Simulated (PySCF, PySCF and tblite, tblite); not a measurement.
**C7H14N3+: conformers and averaged spectra**

Which conformers does C7H14N3+ (`Cc1c([NH3+])cnn1C(C)C`) populate, and what do their averaged NMR parameters look like?

Programs: PySCF 2.14.0 with density-fitted response routines of our own, and tblite 0.8.0. All values are computed, except where a source is named. Atoms count from 0 throughout.

## Step 1: The starting structure

24 atoms, charge 1, multiplicity 1; geometry from: MMFF94s geometry.

Bonds of the start (Å): C0–C1 1.47, C0–H10 1.10, C0–H11 1.08, C0–H12 1.09, C1–C2 1.39, C1–N6 1.38, C2–C4 1.40, C2–N3 1.45, C4–H16 1.08, C4–N5 1.33, C7–C8 1.52, C7–C9 1.54, C7–H17 1.09, C8–H18 1.10, C8–H19 1.09, C8–H20 1.10, C9–H21 1.10, C9–H22 1.08, C9–H23 1.09, N3–H13 1.03, N3–H14 1.03, N3–H15 1.02, N5–N6 1.35, N6–C7 1.46.

## Step 2: GFN2-xTB relaxation, conformer 1

What the job is given:

```
{"job": {"xc": "GFN2-xTB", "basis": "xTB", "kind": "relax"}, "charge": 1, "multiplicity": 1}
C      0.565900     1.125300    -1.697800
C      0.799900     0.348800    -0.470100
C      1.969700    -0.012200     0.196200
N      3.305600     0.346300    -0.228800
C      1.578200    -0.756600     1.320400
N      0.251600    -0.878300     1.377700
N     -0.208000    -0.205500     0.297800
C     -1.648400    -0.141400     0.075100
C     -2.363400     0.577800     1.211200
C     -2.245800    -1.539600    -0.154600
H     -0.053100     2.010700    -1.481200
H      1.493000     1.468300    -2.139700
H      0.034100     0.520200    -2.434200
H      3.524500    -0.034000    -1.156600
H      4.016500    -0.023300     0.421800
H      3.434400     1.358600    -0.243400
H      2.182000    -1.214400     2.088400
H     -1.808400     0.430400    -0.844300
H     -2.282500     0.038200     2.161900
H     -3.428800     0.699800     0.992100
H     -1.946800     1.585800     1.366600
H     -1.727400    -2.045400    -0.979400
H     -3.297900    -1.464400    -0.403300
H     -2.156600    -2.175700     0.731700
```

On the command line:

```
> OMP_NUM_THREADS=1 python ens_run.py task.json out
```

The driver reads the study from task.json and runs its stages one after another.

Log:

```text
step      E/eV     max force
  0    -829.07928    2.350
  1    -829.18369    0.598
  2    -829.19831    0.249
  3    -829.20474    0.231
  4    -829.20978    0.197
  5    -829.21471    0.184
  6    -829.22012    0.190
  7    -829.22451    0.138
  8    -829.22714    0.089
  9    -829.22868    0.098
 10    -829.22989    0.090
 11    -829.23089    0.071
 12    -829.23174    0.068
 13    -829.23257    0.109
 14    -829.23348    0.113
 15    -829.23437    0.076
 16    -829.23517    0.061
 17    -829.23590    0.061
 18    -829.23664    0.075
 19    -829.23732    0.063
 20    -829.23784    0.053
 21    -829.23828    0.061
 22    -829.23880    0.072
 23    -829.23940    0.082
 24    -829.23986    0.053
 25    -829.24008    0.025
 26    -829.24008    0.025
 27    -829.24015    0.024
 28    -829.24035    0.020
 29    -829.24041    0.022
 30    -829.24059    0.022
 31    -829.24071    0.028
 32    -829.24083    0.022
 33    -829.24091    0.019
 34    -829.24100    0.018
 35    -829.24109    0.025
 36    -829.24116    0.018
 37    -829.24122    0.019
 38    -829.24127    0.015
 39    -829.24132    0.017
 40    -829.24139    0.020
 41    -829.24145    0.020
 42    -829.24151    0.015
 43    -829.24158    0.018
 44    -829.24167    0.026
 45    -829.24177    0.022
 46    -829.24185    0.018
 47    -829.24191    0.019
 48    -829.24196    0.018
 49    -829.24202    0.019
 50    -829.24207    0.012
 51    -829.24209    0.015
 52    -829.24212    0.016
 53    -829.24214    0.013
 54    -829.24216    0.010
 55    -829.24218    0.008
 56    -829.24219    0.007
 57    -829.24220    0.007
 58    -829.24221    0.007
 59    -829.24221    0.005
 60    -829.24222    0.004
```

It took 0.45 s on 1 thread of AMD EPYC 9R45, shared host.

The energy fell by 0.163 eV, and the atoms moved 0.07 Å (root mean square).

## Step 3: GFN2-xTB relaxation, conformer 2

What the job is given:

```
{"job": {"xc": "GFN2-xTB", "basis": "xTB", "kind": "relax"}, "charge": 1, "multiplicity": 1}
C      0.638700     1.373000    -0.887900
C      0.765000     0.135900    -0.099000
C      1.897000    -0.575700     0.296200
N      3.257700    -0.216600    -0.039100
C      1.443200    -1.668300     1.046100
N      0.114300    -1.671900     1.134500
N     -0.289100    -0.571400     0.452500
C     -1.727100    -0.326100     0.391500
C     -2.302700    -0.705200    -0.977300
C     -2.143600     1.075500     0.824800
H      0.415400     2.225700    -0.235100
H      1.553700     1.595300    -1.423600
H     -0.166100     1.296300    -1.625400
H      3.492900     0.726400     0.279600
H      3.423800    -0.257700    -1.041400
H      3.934300    -0.854700     0.425100
H      2.002400    -2.458900     1.520600
H     -2.178500    -1.024200     1.120900
H     -1.945300    -0.038400    -1.765000
H     -3.395900    -0.635600    -0.960000
H     -2.038200    -1.720800    -1.247500
H     -1.652000     1.360200     1.761000
H     -3.216500     1.134800     0.989000
H     -1.895300     1.822200     0.067000
```

Log:

```text
step      E/eV     max force
  0    -829.03250    2.369
  1    -829.13884    0.643
  2    -829.15456    0.312
  3    -829.16198    0.251
  4    -829.16689    0.218
  5    -829.17120    0.183
  6    -829.17488    0.144
  7    -829.17722    0.098
  8    -829.17828    0.059
  9    -829.17886    0.065
 10    -829.17936    0.049
 11    -829.17979    0.046
 12    -829.18016    0.054
 13    -829.18051    0.061
 14    -829.18084    0.060
 15    -829.18110    0.036
 16    -829.18110    0.036
 17    -829.18120    0.025
 18    -829.18136    0.026
 19    -829.18143    0.022
 20    -829.18154    0.016
 21    -829.18162    0.021
 22    -829.18171    0.024
 23    -829.18179    0.023
 24    -829.18186    0.021
 25    -829.18193    0.019
 26    -829.18202    0.025
 27    -829.18212    0.023
 28    -829.18221    0.024
 29    -829.18230    0.023
 30    -829.18239    0.021
 31    -829.18249    0.028
 32    -829.18257    0.021
 33    -829.18263    0.013
 34    -829.18267    0.015
 35    -829.18272    0.017
 36    -829.18276    0.021
 37    -829.18281    0.020
 38    -829.18284    0.013
 39    -829.18287    0.017
 40    -829.18291    0.020
 41    -829.18296    0.019
 42    -829.18301    0.015
 43    -829.18305    0.012
 44    -829.18308    0.011
 45    -829.18310    0.009
 46    -829.18312    0.010
 47    -829.18314    0.010
 48    -829.18315    0.009
 49    -829.18317    0.009
 50    -829.18318    0.010
 51    -829.18320    0.008
 52    -829.18321    0.006
 53    -829.18321    0.006
 54    -829.18322    0.007
 55    -829.18323    0.009
 56    -829.18325    0.006
 57    -829.18326    0.008
 58    -829.18327    0.006
 59    -829.18328    0.006
 60    -829.18328    0.007
 61    -829.18329    0.006
 62    -829.18330    0.005
 63    -829.18330    0.008
 64    -829.18332    0.009
 65    -829.18333    0.007
 66    -829.18334    0.008
 67    -829.18335    0.008
 68    -829.18337    0.009
 69    -829.18339    0.010
 70    -829.18340    0.010
 71    -829.18342    0.010
 72    -829.18343    0.009
 73    -829.18345    0.010
 74    -829.18347    0.010
 75    -829.18348    0.008
 76    -829.18350    0.008
 77    -829.18351    0.008
 78    -829.18352    0.008
 79    -829.18353    0.006
 80    -829.18354    0.006
 81    -829.18355    0.006
 82    -829.18355    0.007
 83    -829.18356    0.006
 84    -829.18357    0.006
 85    -829.18358    0.008
 86    -829.18360    0.009
 87    -829.18362    0.010
 88    -829.18364    0.011
 89    -829.18366    0.008
 90    -829.18367    0.008
 91    -829.18369    0.008
 92    -829.18370    0.007
 93    -829.18370    0.003
```

It took 0.62 s on 1 thread of AMD EPYC 9R45, shared host.

The energy fell by 0.151 eV, and the atoms moved 0.06 Å (root mean square).

## Step 4: Shieldings, conformer 1: wB97X-D/pcSseg-1 in chloroform

What the job is given:

```
{"job": {"xc": "wB97X-D", "basis": "pcSseg-1", "solvent": "chloroform", "kind": "nmr", "pop": true}, "charge": 1, "multiplicity": 1}
C      0.553975     1.140406    -1.715064
C      0.750590     0.351410    -0.473865
C      1.923687    -0.004846     0.187234
N      3.299787     0.325865    -0.196849
C      1.523285    -0.750686     1.305524
N      0.215639    -0.837822     1.319073
N     -0.238951    -0.183428     0.262625
C     -1.674415    -0.120967     0.033805
C     -2.332820     0.576167     1.220067
C     -2.207373    -1.538928    -0.144995
H     -0.048686     2.025710    -1.516611
H      1.506061     1.463056    -2.129112
H      0.037108     0.548484    -2.469299
H      3.530911    -0.058273    -1.124244
H      3.934216    -0.086341     0.499764
H      3.447036     1.345155    -0.216785
H      2.118802    -1.207580     2.068532
H     -1.835257     0.458654    -0.878990
H     -2.133506     0.016982     2.129686
H     -3.405899     0.626572     1.066108
H     -1.952285     1.588015     1.338402
H     -1.738214    -2.027811    -0.995599
H     -3.279315    -1.509437    -0.311824
H     -2.006110    -2.120591     0.749973
```

Log:

```text
coarse grid: 19472 points
cycle   1  E = -438.9246332666  dE =  2.321e+00  |g| = 4.935e-01  |ddm| = 4.368e+00
cycle   2  E = -438.9527180829  dE = -2.808e-02  |g| = 4.542e-01  |ddm| = 9.743e-01
cycle   3  E = -438.9927569871  dE = -4.004e-02  |g| = 7.228e-02  |ddm| = 3.678e-01
cycle   4  E = -438.9937388619  dE = -9.819e-04  |g| = 3.626e-02  |ddm| = 9.718e-02
cycle   5  E = -438.9940115717  dE = -2.727e-04  |g| = 6.004e-03  |ddm| = 3.246e-02
cycle   6  E = -438.9940226570  dE = -1.109e-05  |g| = 2.215e-03  |ddm| = 1.175e-02
cycle   7  E = -438.9940241553  dE = -1.498e-06  |g| = 6.652e-04  |ddm| = 3.227e-03
final grid: 186640 points
cycle   8  E = -439.0542403163  dE = -3.203e-04  |g| = 7.945e-03  |ddm| = 6.370e-02
cycle   9  E = -439.0542453050  dE = -4.989e-06  |g| = 7.242e-03  |ddm| = 1.231e-02
cycle  10  E = -439.0542553390  dE = -1.003e-05  |g| = 1.005e-03  |ddm| = 4.587e-03
cycle  11  E = -439.0542555117  dE = -1.727e-07  |g| = 6.737e-04  |ddm| = 1.505e-03
cycle  12  E = -439.0542556138  dE = -1.021e-07  |g| = 1.135e-04  |ddm| = 6.626e-04
cycle  13  E = -439.0542556173  dE = -3.504e-09  |g| = 3.284e-05  |ddm| = 1.617e-04
cycle  14  E = -439.0542556177  dE = -4.371e-10  |g| = 6.927e-06  |ddm| = 7.926e-05
converged SCF energy = -439.0542556177

GIAO shielding tensors (ppm)
atom      isotropic    diamagn.    paramagn.     s11        s22        s33       span
  0 C      176.681     248.048     -71.367    165.194    178.831    186.020     20.826
  1 C       45.386     258.802    -213.416    -15.121     18.590    132.689    147.810
  2 C       71.687     270.225    -198.538     10.797     89.799    114.466    103.669
  3 N      213.368     320.734    -107.366    202.756    214.552    222.794     20.038
  4 C       49.454     253.449    -203.996    -30.899     46.606    132.654    163.552
  5 N      -60.778     326.125    -386.903   -291.517    -84.249    193.433    484.949
  6 N       11.998     339.005    -327.007    -91.309      1.747    125.557    216.867
  7 C      133.543     243.882    -110.339    107.325    132.441    160.863     53.538
  8 C      161.976     247.507     -85.531    146.288    154.270    185.371     39.083
  9 C      161.993     247.504     -85.511    146.309    154.294    185.375     39.066
 10 H       29.214      30.615      -1.401     23.775     28.150     35.716     11.941
 11 H       29.353      30.566      -1.213     23.425     29.114     35.519     12.094
 12 H       29.208      30.619      -1.411     23.763     28.156     35.705     11.942
 13 H       25.063      27.924      -2.861     17.906     22.192     35.093     17.187
 14 H       24.993      25.711      -0.718     17.227     22.409     35.344     18.117
 15 H       25.069      27.925      -2.856     17.915     22.192     35.101     17.186
 16 H       23.989      32.500      -8.511     20.922     24.699     26.347      5.425
 17 H       27.396      34.026      -6.630     22.615     27.995     31.578      8.963
 18 H       29.726      31.148      -1.423     25.261     29.258     34.658      9.397
 19 H       30.381      29.064       1.316     26.273     27.349     37.519     11.246
 20 H       30.477      31.273      -0.796     25.885     28.816     36.730     10.846
 21 H       30.474      31.270      -0.796     25.881     28.811     36.729     10.848
 22 H       30.381      29.064       1.317     26.274     27.349     37.519     11.245
 23 H       29.726      31.150      -1.425     25.259     29.260     34.658      9.399
```

It took 55 s on 1 thread of AMD EPYC 9R45, shared host; peak memory 1.4 GiB.

This run: HOMO -10.03 eV, LUMO 1.17 eV.

## Step 5: Single-point energy, conformer 1: B3LYP/def2-SVP in chloroform

Changed since step 4:

```diff
@@ -1,2 +1,2 @@
-{"job": {"xc": "wB97X-D", "basis": "pcSseg-1", "solvent": "chloroform", "kind": "nmr", "pop": true}, "charge": 1, "multiplicity": 1}
+{"job": {"xc": "B3LYP", "basis": "def2-SVP", "solvent": "chloroform", "kind": "sp"}, "charge": 1, "multiplicity": 1}
 C      0.553975     1.140406    -1.715064
```

Log:

```text
coarse grid: 19472 points
cycle   1  E = -438.7941599196  dE =  1.697e+00  |g| = 5.154e-01  |ddm| = 5.205e+00
cycle   2  E = -438.7665667306  dE =  2.759e-02  |g| = 6.505e-01  |ddm| = 1.283e+00
cycle   3  E = -438.8628163429  dE = -9.625e-02  |g| = 1.099e-01  |ddm| = 6.647e-01
cycle   4  E = -438.8647860430  dE = -1.970e-03  |g| = 5.392e-02  |ddm| = 1.482e-01
cycle   5  E = -438.8654419135  dE = -6.559e-04  |g| = 8.929e-03  |ddm| = 6.153e-02
cycle   6  E = -438.8654576286  dE = -1.572e-05  |g| = 3.568e-03  |ddm| = 1.140e-02
cycle   7  E = -438.8654604500  dE = -2.821e-06  |g| = 8.229e-04  |ddm| = 3.732e-03
final grid: 186640 points
cycle   8  E = -438.9370386054  dE = -7.684e-05  |g| = 7.582e-03  |ddm| = 5.463e-02
cycle   9  E = -438.9370320927  dE =  6.513e-06  |g| = 9.357e-03  |ddm| = 1.643e-02
cycle  10  E = -438.9370525363  dE = -2.044e-05  |g| = 1.805e-03  |ddm| = 9.481e-03
cycle  11  E = -438.9370532858  dE = -7.495e-07  |g| = 3.342e-04  |ddm| = 1.946e-03
cycle  12  E = -438.9370533068  dE = -2.098e-08  |g| = 1.374e-04  |ddm| = 4.281e-04
cycle  13  E = -438.9370533112  dE = -4.397e-09  |g| = 2.273e-05  |ddm| = 1.572e-04
cycle  14  E = -438.9370533113  dE = -1.063e-10  |g| = 8.979e-06  |ddm| = 3.078e-05
converged SCF energy = -438.9370533113
```

It took 17 s on 1 thread of AMD EPYC 9R45, shared host; peak memory 1 GiB.

This run: HOMO -7.87 eV, LUMO -0.71 eV.

(Part 1 of 2 ends here.)
